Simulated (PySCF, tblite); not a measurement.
# C₄H₁₀FNSi: geometry, infrared bands and NMR shifts

Wanted: the infrared bands and NMR shifts of C₄H₁₀FNSi (`F[C@@H]([SiH3])[C@@H]1CCN1`), by calculation.

The runs use tblite 0.8.0 and PySCF 2.14.0, with density-fitted response routines of our own; the level of theory stands in each step. All values are computed, except where a source is named. Atoms are numbered from 0 throughout.

## Step 1: Starting geometry

17 atoms, charge 0, multiplicity 1; geometry from: force field or distance geometry start.

Bonds of the start (Å): F0–C1 1.39, C1–Si2 1.84, C1–C3 1.48, C3–C4 1.55, C4–C5 1.51, C5–N6 1.46, N6–C3 1.46, C1–H7 1.12, Si2–H8 1.46, Si2–H9 1.47, Si2–H10 1.50, C3–H11 1.10, C4–H12 1.10, C4–H13 1.08, C5–H14 1.11, C5–H15 1.11, N6–H16 1.05.

## Step 2: Relaxing the molecule with GFN2-xTB

The job: settings as JSON, then the geometry in Å.

```
{"job": {"kind": "relax", "xc": "GFN2-xTB", "basis": "xTB"}, "charge": 0, "multiplicity": 1}
F     -1.429400    -1.282300    -1.332800
C     -1.099000    -0.020100    -0.850500
Si    -2.114400     0.314900     0.644200
C      0.374000     0.006800    -0.668800
C      0.974900    -1.033000     0.313100
C      2.023300     0.056900     0.396400
N      0.906100     0.987500     0.268300
H     -1.327300     0.727400    -1.648100
H     -1.670900     1.491300     1.390300
H     -2.334300    -0.859100     1.504100
H     -3.478800     0.676700     0.124900
H      0.997600     0.002500    -1.574200
H      1.294300    -1.954600    -0.199400
H      0.453800    -1.152800     1.251500
H      2.629000     0.063400    -0.530600
H      2.584000     0.092400     1.355900
H      1.210200     1.894200    -0.155400
```

Launch:

```sh
$ OMP_NUM_THREADS=1 python probes_run.py task.json out
```

One launch serves the whole session: the jobs run in the order shown.

**Question.** This job is followed by: GFN2-xTB harmonic vibrations, gas phase; GIAO PBE0/pcSseg-1 NMR shielding, non-relativistic, gas phase. Predict these results of the whole session: strongest single infrared mode (GFN2-xTB); zero-point energy (GFN2-xTB); ¹³C shifts against TMS (PBE0/pcSseg-1); ¹H shifts against TMS (PBE0/pcSseg-1, means over atoms taken as alike); ¹⁹F shifts against CFCl3 (PBE0/pcSseg-1); ²⁹Si shifts against TMS (PBE0/pcSseg-1); ¹⁵N shifts against NH3 (PBE0/pcSseg-1); surface potential, 1st and 99th percentile.

**Answer**, as computed:

| quantity | value |
| --- | --- |
| strongest single infrared mode (GFN2-xTB) | 2256 cm⁻¹, 383 km/mol |
| zero-point energy (GFN2-xTB) | 82.3 kcal/mol |
| ¹³C shifts against TMS (PBE0/pcSseg-1) | 94.7, 60.5, 45.8, 23.4 ppm |
| ¹H shifts against TMS (PBE0/pcSseg-1, means over atoms taken as alike) | 5.15, 4.56, 4.18, 3.87, 3.58, 2.46, 2.28, 0.81 ppm |
| ¹⁹F shifts against CFCl3 (PBE0/pcSseg-1) | -259.1 ppm |
| ²⁹Si shifts against TMS (PBE0/pcSseg-1) | -83.6 ppm |
| ¹⁵N shifts against NH3 (PBE0/pcSseg-1) | 43.8 ppm |
| surface potential, 1st and 99th percentile | -1.15 V and 1.40 V |

What this shows: Relaxing lowered the energy by 0.803 eV in 83 steps; the close pair that moved most is C1–Si2, from 1.838 to 1.923 Å. The lowest mode is imaginary (59i cm⁻¹), so the xTB geometry is not a minimum. The strongest single mode, at 2256 cm⁻¹, moves mainly H10. Unscaled tight-binding wavenumbers are off by several per cent, some by more. Its intensities can rank the bands wrongly. The most deshielded carbon is C1 (sp3 CH bonded to F and Si), at 94.7 ppm: pulled downfield by the heteroatom. H7 (hydrogen on an sp3 CH bonded to F and Si) lies farthest downfield among hydrogen, at 5.15 ppm; its carbon carries F, hence the downfield position. At PBE0/pcSseg-1: The widest tensor belongs to C1: span 104 ppm, with a paramagnetic part of -153 ppm.
